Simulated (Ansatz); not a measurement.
# Mg2GaOsC6N6: the cost of one run

Program: Ansatz 0.2.0. Level of theory: DFT PBE, scalar-relativistic, plane waves, PAW. These are calculated values, not measurements.

**1. Starting point**

Symmetry: Fm-3m, No. 225, cubic system. Conventional cell: a = 10.102 Å, b = 10.102 Å, c = 10.102 Å, α = 90.00°, β = 90.00°, γ = 90.00°. Mg (site symmetry -43m) is surrounded by 12 N at 3.61 Å and 12 C at 3.63 Å. Around Ga (site symmetry m-3m) lie 6 C at 1.90 Å. Around Os (site symmetry m-3m) lie 6 N at 1.98 Å. C (site symmetry 4mm) is surrounded by 1 N at 1.17 Å and 1 Ga at 1.90 Å. N (site symmetry 4mm) is surrounded by 1 C at 1.17 Å and 1 Os at 1.98 Å.

Coordinates:

```cif
data_structure
_symmetry_space_group_name_H-M 'Fm-3m'
_symmetry_Int_Tables_number 225
_cell_length_a 10.1020
_cell_length_b 10.1020
_cell_length_c 10.1020
_cell_angle_alpha 90.000
_cell_angle_beta 90.000
_cell_angle_gamma 90.000
_cell_volume 1030.91
loop_
_atom_site_label
_atom_site_type_symbol
_atom_site_symmetry_multiplicity
_atom_site_Wyckoff_symbol
_atom_site_fract_x
_atom_site_fract_y
_atom_site_fract_z
_atom_site_occupancy
Mg1 Mg 8 c 0.25000 0.75000 0.75000 1
Ga1 Ga 4 a 0.00000 0.00000 0.00000 1
Os1 Os 4 b 0.50000 0.00000 0.00000 1
C1 C 24 e 0.18769 0.00000 0.00000 1
N1 N 24 e 0.30350 0.00000 0.00000 1
```

Recipe of the guess: cyanide-bridged rock-salt net of two metals, 2 guest cations a cell (Fm-3m, No. 225). Lengths come from tabulated atomic sizes and are only a guess.

**2. The guess as it stands, on a coarse mesh**

Contents of input.yaml:

```yaml
crystal:
  lattice:
    - [0.0, 5.051, 5.051]
    - [5.051, 0.0, 5.051]
    - [5.051, 5.051, 0.0]
  atoms:
    - { symbol: Mg, position: [0.25, 0.25, 0.25] }
    - { symbol: Mg, position: [0.75, 0.75, 0.75] }
    - { symbol: Ga, position: [0.0, 0.0, 0.0] }
    - { symbol: Os, position: [0.5, 0.5, 0.5], spin: 1.0 }
    - { symbol: C, position: [0.81231439, 0.18768561, 0.18768561] }
    - { symbol: C, position: [0.18768561, 0.81231439, 0.18768561] }
    - { symbol: C, position: [0.18768561, 0.18768561, 0.81231439] }
    - { symbol: C, position: [0.18768561, 0.81231439, 0.81231439] }
    - { symbol: C, position: [0.81231439, 0.18768561, 0.81231439] }
    - { symbol: C, position: [0.81231439, 0.81231439, 0.18768561] }
    - { symbol: "N", position: [0.69649574, 0.30350426, 0.30350426] }
    - { symbol: "N", position: [0.30350426, 0.69649574, 0.30350426] }
    - { symbol: "N", position: [0.30350426, 0.30350426, 0.69649574] }
    - { symbol: "N", position: [0.30350426, 0.69649574, 0.69649574] }
    - { symbol: "N", position: [0.69649574, 0.30350426, 0.69649574] }
    - { symbol: "N", position: [0.69649574, 0.69649574, 0.30350426] }
basis:
  ecutwfc: 420
kpoints:
  mp_grid: { grid: [4, 4, 4] }
hamiltonian:
  xc: pbe
scf:
  occupations: { method: gaussian, width: 0.1 }
  lower_state_search: "off"
output:
  forces: true
  stress: true
  eigenvalues: true
  populations: true
magnetization:
  spin_polarized: true
```

Launch:

```bash
$ ansatz run input.yaml --threads 1 --pin off --max-ram 2560MiB --backend cpu --events-out ev --progress --plain --runs-dir out
```

What time and memory should one allow on 1 thread of Intel Xeon at 2.50GHz (Skylake/Cascade Lake), shared host?

About 67 s, with a peak of 0.72 GiB.
